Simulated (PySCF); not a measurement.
# SiCl₃: structure of the doublet

Aim: relax SiCl₃ as a doublet from a trigonal planar start, check by its vibrations whether the end is a minimum, and collect its spectrum and constants.

Program: PySCF 2.14.0. Level of theory: PBE0, basis Si def2-SVP, Cl def2-SVP, no relativity, density fitting. These are calculated values, not measurements.

### Step 1. Where the work starts

4 atoms, charge 0, spin multiplicity 2.

Bond lengths: Si1–Cl2 2.150 Å, Si1–Cl3 2.150 Å, Si1–Cl4 2.150 Å. Angles: Cl2–Si1–Cl3 120.0°, Cl2–Si1–Cl4 120.0°, Cl3–Si1–Cl4 120.0°.

```xyz
4
charge 0 multiplicity 2
Si    0.0000    0.0000    0.0000
Cl    2.1500    0.0000    0.0000
Cl   -1.0750    1.8620    0.0000
Cl   -1.0750   -1.8620    0.0000
```

### Step 2. Trigonal planar start, doublet: relaxation

One driver script runs all steps and calls PySCF; scf.py shows how it sets up the SCF of each step. The optimiser is the driver's own. Before each start the driver seeks the lowest SCF state from one or more starting densities and follows internal instabilities, so scf.py alone need not reach the same state.

The program finds D3h symmetry in the start, which this walk keeps.

The input, scf.py:

```python
from pyscf import gto, scf, dft
mol = gto.M(atom='''
Si    -0.000000    -0.000000    -0.000000
Cl     2.150026    -0.000023    -0.000000
Cl    -1.074993     1.861989    -0.000000
Cl    -1.075033    -1.861966     0.000000''',
    basis={'Si': 'def2-SVP', 'Cl': 'def2-SVP'},
    charge=0, spin=1)
mf = dft.UKS(mol, xc='PBE0')
mf.grids.atom_grid = (50, 194)
aux = {'Si': 'def2-universal-JKFIT', 'Cl': 'def2-universal-JKFIT'}
mf = mf.density_fit(auxbasis=aux)
mf.kernel()
```

The runs that follow: Is it a minimum? Harmonic modes; Downhill along the imaginary mode; Vibrations and properties at this point.

Q: Predict the outcome of this session. Wanted: minimum; geometry; wavenumbers; dipole moment; highest occupied, lowest empty level; polar-tensor charge of Si1; zero-point energy; atomisation energy; ⟨S²⟩.

**Answer**, as computed:

| quantity | value |
| --- | --- |
| minimum | doublet, C3v |
| geometry | Si–Cl 2.060 Å (×3); Cl–Si–Cl 109.2° (×3) |
| wavenumbers (cm⁻¹) | 162 (e), 236 (a1), 480 (a1), 601 (e) |
| dipole moment | 0.76 D |
| highest occupied, lowest empty level (either spin) | -7.09, -3.50 eV |
| polar-tensor charge of Si1 | +1.53 e |
| zero-point energy | 13.4 kJ/mol |
| entropy at 298.15 K | 319.7 J/(mol K) |
| atomisation energy (no zero-point energy) | 1129 kJ/mol |
| ⟨S²⟩ | 0.752 |

What this shows: The trigonal planar start (D3h) ends in a minimum of C3v symmetry, after a stop at a higher-order saddle point 129.3 kJ/mol higher, from which it was pushed off along an imaginary mode. The strongest infrared band lies at 601 cm⁻¹ (e). Most of the spin sits on Si1 (Mulliken spin 0.72, against 1 for the whole molecule). Other starts or spin states, not run here, may lie lower.
